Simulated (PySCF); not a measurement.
# C2H2FSi (SMILES C#C[SiH]F) at 5 levels

We compute a comparison of 5 runs (UHF/3-21G, UB3LYP/6-31G*, UPBE0/def2-SVP, UTPSS/def2-SVP) of C2H2FSi. Input form: a Python script.

Program for the calculation: PySCF 2.14.0.

## Step 1: The system as given

The species is C2H2FSi (6 atoms), meant as a doublet with charge 0. SMILES: `C#C[SiH]F`. The shape is that of a PBE0-D4/def2-TZVP optimisation.

Bond lengths: C1–C2 1.209 Å, C2–Si3 1.806 Å, Si3–F4 1.599 Å, C1–H5 1.066 Å, Si3–H6 1.485 Å. Angles: C1–C2–Si3 173.2°, C2–Si3–F4 109.8°, C2–C1–H5 179.1°, C2–Si3–H6 111.2°, F4–Si3–H6 108.3°.

## Step 2: Energy and forces at UHF/3-21G (run 1)

The input, start.xyz:

```xyz
6
C2H2FSi
C      0.118100    -0.680000    -1.605700
C      0.120400    -0.213700    -0.490100
Si     0.338300     0.466700     1.168800
F     -0.478000    -0.412300     2.226800
H      0.100300    -1.089200    -2.590300
H     -0.157100     1.864400     1.244300
```

The input, job.py:

```python
# C#C[SiH]F
import pyscf.grad
from pyscf import gto

mol = gto.Mole()
mol.atom = 'start.xyz'
mol.verbose = 4
mol.max_memory = 1860
mol.spin = 1
mol.charge = 0
mol.basis = '3-21g'
mol.build()

mf = mol.UHF()
mf.conv_tol = 1e-10
mf.kernel()
if not mf.converged:
    mf = mf.newton().run(mf.mo_coeff, mf.mo_occ)

etot = mf.e_tot
print(f'total energy: {etot:.8f} hartree')
grad = mf.Gradients().kernel()
mf.analyze()
```

Command:

```bash
$ OMP_NUM_THREADS=1 python job.py
```

Standard output:

```text
PySCF version 2.14.0

[... 119 lines left out ...]
total energy: -462.74182552 hartree
[... 14 lines left out ...]
Nuclear Repulsion Energy =             130.576000762910041
[... 1 line left out ...]
Two-electron Energy =                  306.468922113812937
[... 1 line left out ...]
DFT Exchange-Correlation Energy =      -41.467848848884103
[... 4 lines left out ...]
MO #2   energy= -26.13034942841    | -26.126724739883   occ= 1 | 1
[... 2 lines left out ...]
MO #44  energy= 3.75957924739168   | 3.76714382197826   occ= 0 | 0
[... 70 lines left out ...]
Dipole moment(X, Y, Z, Debye):  1.35764,  0.55318, -1.92216
```

Run time: 1.4 s. Hardware: 1 thread of Arm Neoverse V1, shared host; peak memory 0.12 GiB.

## Step 3: Energy and forces at UB3LYP/6-31G(d) (spherical functions) (run 2)

The input, job.py:

```python
import pyscf.grad
from pyscf import gto, dft

molecule = gto.M(
    atom='''
C        0.118100      -0.680000      -1.605700
C        0.120400      -0.213700      -0.490100
Si       0.338300       0.466700       1.168800
F       -0.478000      -0.412300       2.226800
H        0.100300      -1.089200      -2.590300
H       -0.157100       1.864400       1.244300
''',
    basis='6-31g*',
    charge=0,
    max_memory=1860,
    spin=1,
    verbose=3,
)

mf = dft.UKS(molecule)
mf.xc = 'b3lyp'
mf.conv_tol = 1e-10
mf.grids.level = 5
mf.kernel()
if not mf.converged:
    mf = mf.newton().run(mf.mo_coeff, mf.mo_occ)

energy = mf.e_tot
print('Final energy', energy)
grad = mf.Gradients().kernel()
dip = mf.dip_moment()
pop, q = mf.mulliken_pop()
```

Command:

```bash
$ OMP_NUM_THREADS=1 python job.py
```

Standard output, cut to the lines that bear on the results:

```text
converged SCF energy = -466.681625682059  <S^2> = 0.7536874  2S+1 = 2.003684
Final energy -466.6816256820592
--------------- UKS gradients ---------------
         x                y                z
0 C    -0.0005287357     0.0066552809     0.0157232123
1 C     0.0004013046    -0.0066341763    -0.0135537040
2 Si    -0.0070700834    -0.0060620256     0.0052661031
3 F     0.0065040491     0.0077176575    -0.0094101399
4 H     0.0003258802     0.0004593805     0.0011416213
5 H     0.0003679315    -0.0021525108     0.0008251298
----------------------------------------------
Dipole moment(X, Y, Z, Debye):  0.61061,  0.30714, -1.57798
 ** Mulliken pop       alpha | beta **
pop of  0 C 1s        0.99835 | 0.99833
pop of  0 C 2s        0.35310 | 0.34831
pop of  0 C 3s        0.28391 | 0.27255
pop of  0 C 2px       0.32728 | 0.25452
pop of  0 C 2py       0.31018 | 0.29799
pop of  0 C 2pz       0.39336 | 0.39047
pop of  0 C 3px       0.21690 | 0.16928
pop of  0 C 3py       0.17445 | 0.16610
pop of  0 C 3pz       0.06656 | 0.06144
pop of  0 C 3dxy      0.00040 | 0.00044
pop of  0 C 3dyz      0.00342 | 0.00352
pop of  0 C 3dz^2     0.00424 | 0.00460
pop of  0 C 3dxz      0.00222 | 0.00246
pop of  0 C 3dx2-y2    0.00043 | 0.00049
pop of  1 C 1s        0.99848 | 0.99843
pop of  1 C 2s        0.34454 | 0.33948
pop of  1 C 3s        0.38913 | 0.40095
pop of  1 C 2px       0.28000 | 0.30395
pop of  1 C 2py       0.31167 | 0.31604
pop of  1 C 2pz       0.39522 | 0.38780
pop of  1 C 3px       0.17848 | 0.20713
pop of  1 C 3py       0.15271 | 0.15690
pop of  1 C 3pz      -0.00757 | -0.00659
pop of  1 C 3dxy      0.00066 | 0.00027
pop of  1 C 3dyz      0.00268 | 0.00259
pop of  1 C 3dz^2     0.00314 | 0.00297
pop of  1 C 3dxz      0.00392 | 0.00168
[... 25 lines of this table left out ...]
pop of  3 F 3px       0.35304 | 0.35130
pop of  3 F 3py       0.35265 | 0.35434
pop of  3 F 3pz       0.34501 | 0.34658
pop of  3 F 3dxy      0.00105 | 0.00111
pop of  3 F 3dyz      0.00150 | 0.00149
pop of  3 F 3dz^2     0.00123 | 0.00127
pop of  3 F 3dxz      0.00132 | 0.00140
pop of  3 F 3dx2-y2    0.00093 | 0.00094
pop of  4 H 1s        0.25399 | 0.25702
pop of  4 H 2s        0.14086 | 0.14483
pop of  5 H 1s        0.26835 | 0.23670
pop of  5 H 2s        0.30145 | 0.26591
In total            19.00000 | 18.00000
 ** Mulliken atomic charges   ( Nelec_alpha | Nelec_beta ) **
charge of  0C =     -0.10528  (     3.13480      2.97048 )
charge of  1C =     -0.16555  (     3.05355      3.11199 )
charge of  2Si =      0.52266  (     7.12953      6.34781 )
charge of  3F =     -0.38272  (     4.71747      4.66525 )
charge of  4H =      0.20330  (     0.39485      0.40185 )
charge of  5H =     -0.07242  (     0.56980      0.50262 )
```

Wall time 29 s (1 thread of Arm Neoverse V1, shared host); peak memory 0.66 GiB.

Runs 3 to 4 aren't shown in full; the table further down has their settings and results.

## Step 4: Energy and forces at UTPSS/def2-SVP (run 5)

The input, job.py:

```python
# C#C[SiH]F
import pyscf.grad
from pyscf import gto, dft

mol = gto.M(
    atom=[
    ('C', (0.118100, -0.680000, -1.605700)),
    ('C', (0.120400, -0.213700, -0.490100)),
    ('Si', (0.338300, 0.466700, 1.168800)),
    ('F', (-0.478000, -0.412300, 2.226800)),
    ('H', (0.100300, -1.089200, -2.590300)),
    ('H', (-0.157100, 1.864400, 1.244300)),
],
    max_memory=1860,
    verbose=3,
    spin=1,
    charge=0,
    basis='def2-svp',
)

mf = dft.UKS(mol, xc='tpss')
mf.grids.level = 5
mf.conv_tol = 1e-10
mf.kernel()
if not mf.converged:
    mf = mf.newton().run(mf.mo_coeff, mf.mo_occ)

e_tot = mf.e_tot
print('E = %.10f Eh' % e_tot)
grad = mf.Gradients().kernel()
mf.analyze()
```

Command:

```bash
$ OMP_NUM_THREADS=1 python job.py
```

Standard output:

```text
converged SCF energy = -466.504233751431  <S^2> = 0.75340437  2S+1 = 2.0034015
E = -466.5042337514 Eh
--------------- UKS gradients ---------------
         x                y                z
0 C    -0.0000115324     0.0119249156     0.0281790945
1 C     0.0002203598    -0.0129388772    -0.0287433897
2 Si    -0.0146526670    -0.0146183412     0.0113448462
3 F     0.0136371401     0.0150920201    -0.0187811898
4 H     0.0001974241     0.0031894399     0.0076903125
5 H     0.0006082665    -0.0026769321     0.0002922619
----------------------------------------------
**** MO energy ****
                             alpha | beta                alpha | beta
MO #1   energy= -65.724068646717   | -65.7213783465482  occ= 1 | 1
MO #2   energy= -24.4142125942771  | -24.4117650948642  occ= 1 | 1
MO #3   energy= -10.0258835741179  | -10.0235389679348  occ= 1 | 1
MO #4   energy= -10.0007391246115  | -10.0008825166242  occ= 1 | 1
MO #5   energy= -5.16475513240004  | -5.16156267368711  occ= 1 | 1
MO #6   energy= -3.54569656815853  | -3.54274134855228  occ= 1 | 1
MO #7   energy= -3.54439490138321  | -3.53893476025898  occ= 1 | 1
MO #8   energy= -3.54108428261043  | -3.53756878068803  occ= 1 | 1
MO #9   energy= -1.09303047375834  | -1.08875035210825  occ= 1 | 1
MO #10  energy= -0.698800930975819 | -0.695779187316189 occ= 1 | 1
MO #11  energy= -0.542951009779284 | -0.53517653248833  occ= 1 | 1
MO #12  energy= -0.491644572090008 | -0.486177528370523 occ= 1 | 1
MO #13  energy= -0.422444801064269 | -0.417782990868062 occ= 1 | 1
MO #14  energy= -0.402228163913316 | -0.396859990058063 occ= 1 | 1
MO #15  energy= -0.387119619786412 | -0.376217990695291 occ= 1 | 1
MO #16  energy= -0.3368153849167   | -0.330852607051273 occ= 1 | 1
[... 46 lines of this table left out ...]
MO #63  energy= 2.68121462858097   | 2.68643148768839   occ= 0 | 0
MO #64  energy= 2.70128289206583   | 2.7103490685922    occ= 0 | 0
MO #65  energy= 3.01838102515318   | 3.023447930254     occ= 0 | 0
MO #66  energy= 3.02347043696593   | 3.0287120647143    occ= 0 | 0
MO #67  energy= 3.0961513485074    | 3.10361618580731   occ= 0 | 0
MO #68  energy= 3.12122886060406   | 3.12480609334525   occ= 0 | 0
MO #69  energy= 3.47501055740513   | 3.48172157810604   occ= 0 | 0
MO #70  energy= 3.63569039661789   | 3.64821449611615   occ= 0 | 0

To work with the spin densities directly, `use mulliken_meta_spin()` only printing them here.

 ** Mulliken spin pop alpha/beta on meta-lowdin orthogonal AOs **
 ** Mulliken Spin Density (per atom)  **
spin density of  0 C =      0.13790
spin density of  1 C =     -0.03932
spin density of  2 Si =      0.79694
spin density of  3 F =      0.06476
spin density of  4 H =     -0.00451
spin density of  5 H =      0.04422
 ** Mulliken pop alpha/beta on meta-lowdin orthogonal AOs **
 ** Mulliken atomic charges   ( Nelec_alpha | Nelec_beta ) **
charge of  0C =     -0.10045  (     3.11918      2.98127 )
charge of  1C =     -0.29156  (     3.12612      3.16544 )
charge of  2Si =      0.76424  (     7.01635      6.21941 )
charge of  3F =     -0.43049  (     4.74763      4.68287 )
charge of  4H =      0.15907  (     0.41821      0.42272 )
charge of  5H =     -0.10081  (     0.57252      0.52830 )
Dipole moment(X, Y, Z, Debye):  0.58957,  0.23788, -1.44946
```

It took 62 s on 1 thread of Arm Neoverse V1, shared host; peak memory 0.71 GiB.

## Step 5: Overview of the runs

```
run                                level  integration grid  Cartesian functions  energy (Eh)  dipole moment (D)  HOMO energy (eV)  LUMO energy (eV)  wall time
  1                            UHF/3-21G                 –                   no  -462.741826               2.42             -9.25              0.98      1.4 s
  2  UB3LYP/6-31G* (spherical functions)                 5                   no  -466.681626               1.72             -5.89             -2.89       29 s
  3  UB3LYP/6-31G* (Cartesian functions)                 5                  yes  -466.686454               1.72             -5.90             -2.89       30 s
  4                       UPBE0/def2-SVP                 5                   no  -466.143124               1.72             -6.35             -2.66       31 s
  5                       UTPSS/def2-SVP                 5                   no  -466.504234               1.58             -5.32             -3.45       62 s
```

## Step 6: Outcome

| quantity | value |
| --- | --- |
| run 5: total energy | -466.50423 Eh |
| run 5: dipole moment | 1.58 D |
| run 5: HOMO energy (highest over α and β) | -5.32 eV |
| run 5: LUMO energy (lowest over α and β) | -3.45 eV |
| run 5: ⟨S²⟩ | 0.753 |
| run 5: largest force on an atom | 1.621 eV/Å |

What this shows: The dipole moment (its size) runs from 1.58 D (UTPSS/def2-SVP) to 2.42 D (UHF/3-21G). The two ends differ in method and basis. Totals of different functionals can't be ranked against each other. Spin contamination of the reference: run 1 ⟨S²⟩ = 0.86. All runs together took 2.6 min, the longest 62 s.
